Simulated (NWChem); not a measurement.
# InH3Cl− (SMILES [H][In-]([H])([H])[Cl]) at 6 levels

Wanted: a comparison of 6 runs (HF/def2-SVP, B3LYP/STO-3G, B2PLYP/3-21G, SVWN5/def2-SVP, B2PLYP/def2-TZVP, CCSD(T)/3-21G) of InH3Cl−. 

The calculation is run with NWChem 7.3.0.

**1. The molecule**

InH3Cl− has 5 atoms, charge -1, and is taken as a singlet. SMILES: `[H][In-]([H])([H])[Cl]`. Geometry: a GFN2-xTB relaxation, a rough one for these elements and not checked as a minimum.

Bond lengths: In1–Cl2 2.339 Å, In1–H3 1.697 Å, In1–H4 1.696 Å, In1–H5 1.697 Å. Angles: Cl2–In1–H3 106.6°, Cl2–In1–H4 106.7°, Cl2–In1–H5 106.7°, H3–In1–H4 111.9°, H3–In1–H5 112.2°, H4–In1–H5 112.2°.

**2. Energy and forces at HF/def2-SVP (core potential) (run 1)**

Contents of clh3in.nw:

```
start clh3in
title "ClH3In"
memory stack 880 mb heap 220 mb global 1100 mb
charge -1

geometry units angstroms noautosym nocenter noautoz
   In      -0.002150       0.000620      -0.175700
   Cl       0.012800      -0.020350       2.163640
   H        1.620790       0.013380      -0.670930
   H       -0.818090       1.410990      -0.645940
   H       -0.813350      -1.404640      -0.671060
end

basis spherical bse
   * library def2-SVP
end

ecp bse
   In library def2-SVP
end

scf
   thresh 1e-08
   maxiter 80
end

task scf gradient
```

On the command line:

```
$ nwchem clh3in.nw > clh3in.out
```

Standard output:

```text
[...]
  functions       =    59
[...]
  wavefunction    = RHF
[...]
         Total SCF energy =   -650.354240721054
      One-electron energy =  -1199.168274311358
      Two-electron energy =    439.568863454615
 Nuclear repulsion energy =    109.245170135689
        Time for solution =      4.3s
[...]
                         RHF ENERGY GRADIENTS
    atom               coordinates                        gradient
                 x          y          z           x          y          z
   1 In     -0.004063   0.001172  -0.332025   -0.000098  -0.000116   0.021269
   2 Cl      0.024188  -0.038456   4.088687   -0.000216   0.000404  -0.042853
   3 H       3.062849   0.025285  -1.267874   -0.024058  -0.000047   0.007325
   4 H      -1.545966   2.666384  -1.220650    0.012351  -0.021085   0.006962
   5 H      -1.537009  -2.654385  -1.268120    0.012021   0.020844   0.007297
[...]
```

Wall time 6.3 s (1 thread of AMD EPYC 9R45 (Zen 5), shared host); peak memory 0.1 GiB.

**3. Energy and forces at B3LYP/STO-3G (run 2)**

Contents of run.py:

```python
from ase import Atoms
from ase.calculators.nwchem import NWChem

system = Atoms('InClHHH', positions=[
    [-0.002150, 0.000620, -0.175700],
    [0.012800, -0.020350, 2.163640],
    [1.620790, 0.013380, -0.670930],
    [-0.818090, 1.410990, -0.645940],
    [-0.813350, -1.404640, -0.671060],
])

calc = NWChem(
    label='job',
    theory='dft',
    memory='2200 mb',
    basis='STO-3G',
    basispar='spherical bse',
    charge=-1,
    dft={'xc': 'b3lyp', 'mult': '1', 'grid': 'xfine', 'convergence': 'energy 1e-08', 'iterations': '100', 'mulliken': None},
)
system.calc = calc

forces = system.get_forces()
e = system.get_potential_energy()
print(f"E = {e:.6f} eV")
print("forces (eV/A):")
for s, f in zip(system.symbols, forces):
    print(f"{s:2s} {f[0]:10.5f} {f[1]:10.5f} {f[2]:10.5f}")
print("dipole (e A):", system.get_dipole_moment().round(4))
```

On the command line:

```
$ export ASE_NWCHEM_COMMAND="nwchem PREFIX.nwi > PREFIX.nwo"
$ python run.py
```

Standard output:

```text
E = -167128.479992 eV
forces (eV/A):
In   -0.00458    0.02473   -2.27198
Cl    0.00221   -0.00679    0.70222
H    -1.31687   -0.01779    0.52816
H     0.65609   -1.14476    0.51000
H     0.66314    1.14460    0.53160
dipole (e A): [-0.0048  0.0054 -0.6484]
```

The calculator wrote job.nwi:

```
title "job"

permanent_dir job

scratch_dir job

start job

geometry units angstrom nocenter noautosym noautoz
  In -2.1500000000000000e-03 6.2000000000000000e-04 -1.7570000000000000e-01
  Cl 1.2800000000000001e-02 -2.0350000000000000e-02 2.1636400000000000e+00
  H  1.6207900000000000e+00 1.3380000000000000e-02 -6.7093000000000003e-01
  H  -8.1808999999999998e-01 1.4109900000000000e+00 -6.4593999999999996e-01
  H  -8.1335000000000002e-01 -1.4046400000000001e+00 -6.7105999999999999e-01
end

charge -1

memory 2200 mb

basis spherical bse noprint
   * library STO-3G
end

dft
  xc b3lyp
  mult 1
  grid xfine
  convergence energy 1e-08
  iterations 100
  mulliken
end

task dft gradient
```

job.nwo:

```text
Northwest Computational Chemistry Package (NWChem) 7.3.0
             --------------------------------------------------------

           Job information
           ---------------

    nwchem branch   = 7.3.0
    use scalapack   = T
    input           = job.nwi
    prefix          = job.
    data base       = job/job.db
    status          = startup
    nproc           =        1

           Memory information
           ------------------

[... 5 lines left out ...]
    hardfail = no
[... 97 lines left out ...]
  convergence criterion.
[... 42 lines left out ...]
          Spatial weights used:  Erf1
[... 34 lines left out ...]
 1-e energy   =   -9124.199741
[... 46 lines left out ...]
           Coulomb energy =     2805.878796926850
[... 350 lines left out ...]
          Convergence on density requested:  1.00D-05
[... 28 lines left out ...]
          total energy or number of iterations.
[... 36 lines left out ...]
                 ----------------------------------------
                 |  Time  |  1-e(secs)   |  2-e(secs)   |
                 ----------------------------------------
                 |  CPU   |       0.00   |       0.77   |
                 ----------------------------------------
                 |  WALL  |       0.00   |       0.77   |
                 ----------------------------------------

 Task  times  cpu:        4.2s     wall:        4.2s
 Total times  cpu:        4.3s     wall:        4.3s
```

Run time: 5.4 s. Hardware: 1 thread of AMD EPYC 9R45 (Zen 5), shared host; peak memory 0.13 GiB.

Runs 3 to 5 aren't shown in full; the table further down has their settings and results.

**4. A single-point energy at CCSD(T)/3-21G (run 6)**

Contents of geom.nw:

```
start geom
title "ClH3In"
memory 2200 mb
charge -1

geometry noautosym nocenter noautoz
   In      -0.002150       0.000620      -0.175700
   Cl       0.012800      -0.020350       2.163640
   H        1.620790       0.013380      -0.670930
   H       -0.818090       1.410990      -0.645940
   H       -0.813350      -1.404640      -0.671060
end

basis spherical bse
   In library 3-21G
   Cl library 3-21G
   H library 3-21G
end

scf
   thresh 1e-08
   maxiter 80
end

ccsd
   freeze core 23
   maxiter 60
end

task ccsd(t)
```

On the command line:

```
$ nwchem geom.nw > geom.out
```

Standard output:

```text
[...]
  functions       =    50
[...]
  wavefunction    = RHF
[...]
         Total SCF energy =  -6173.827989025272
      One-electron energy =  -9028.805610480782
      Two-electron energy =   2611.861295608423
 Nuclear repulsion energy =    243.116325847087
        Time for solution =      2.0s
[...]
 Total MP2 energy:          -6173.918567724915192
[...]
             energy      energy      error      ampl     ampl      Block
                                                time     time      time
[...]
 Total CCSD energy:          -6173.941236117321750
[...]
 Total CCSD+T(CCSD) energy:          -6173.942572104353530
[...]
 Total CCSD(T) energy:               -6173.942482986825780
[...]
```

It took 11 s on 1 thread of AMD EPYC 9R45 (Zen 5), shared host; peak memory 0.12 GiB.

**5. The series**

| run | level | core potential | iteration cap | energy (Eh) | HOMO energy (eV) | LUMO energy (eV) | HOMO–LUMO gap (eV) | wall time |
| --- | --- | --- | --- | --- | --- | --- | --- | --- |
| 1 | HF/def2-SVP (core potential) | def2-SVP | 80 | -650.354241 | -5.19 | 7.43 | 12.62 | 6.3 s |
| 2 | B3LYP/STO-3G | – | 100 | -6141.858406 | 2.32 | 12.23 | 9.92 | 5.4 s |
| 3 | B2PLYP/3-21G | – | 100 | -6176.220808 | – | – | – | 4.5 s |
| 4 | SVWN5/def2-SVP (core potential) | def2-SVP | 100 | -650.216047 | -0.92 | 4.33 | 5.26 | 7.2 s |
| 5 | B2PLYP/def2-TZVP (core potential) | def2-TZVP | 100 | -651.871825 | -3.55 | 4.86 | 8.41 | 18 s |
| 6 | CCSD(T)/3-21G | – | 80 | -6173.942483 | -5.37 | 7.46 | 12.83 | 11 s |

**6. Outcome**

| quantity | value |
| --- | --- |
| run 6: total energy | -6173.94248 Eh |
| run 6: HOMO energy (Hartree–Fock orbitals) | -5.37 eV |
| run 6: LUMO energy (Hartree–Fock orbitals) | 7.46 eV |
| run 6: HOMO–LUMO gap (to an unbound level, set by the basis) | 12.83 eV |
| run 6: correlation energy (23 core orbitals frozen) | -114.5 mEh |
| run 6: (T) correction | -1.25 mEh |

What this shows: Over runs 1, 2, 4, 5 the HOMO–LUMO gap runs from 5.26 eV (SVWN5/def2-SVP) to 12.62 eV (HF/def2-SVP). Exact exchange widens orbital gaps. The empty levels of an anion lie above zero and hang on the basis. Totals of different functionals can't be ranked against each other. Some runs of one species differ in core potentials or relativity; totals across that change don't compare. In run 2 the HOMO lies above zero, so the outermost electron may be held by the basis alone. In run 2 the basis is minimal, so the values are rough. In runs 2, 3, 6 relativity is left out where basis or elements ask for it. All runs together took 53 s, the longest 18 s.
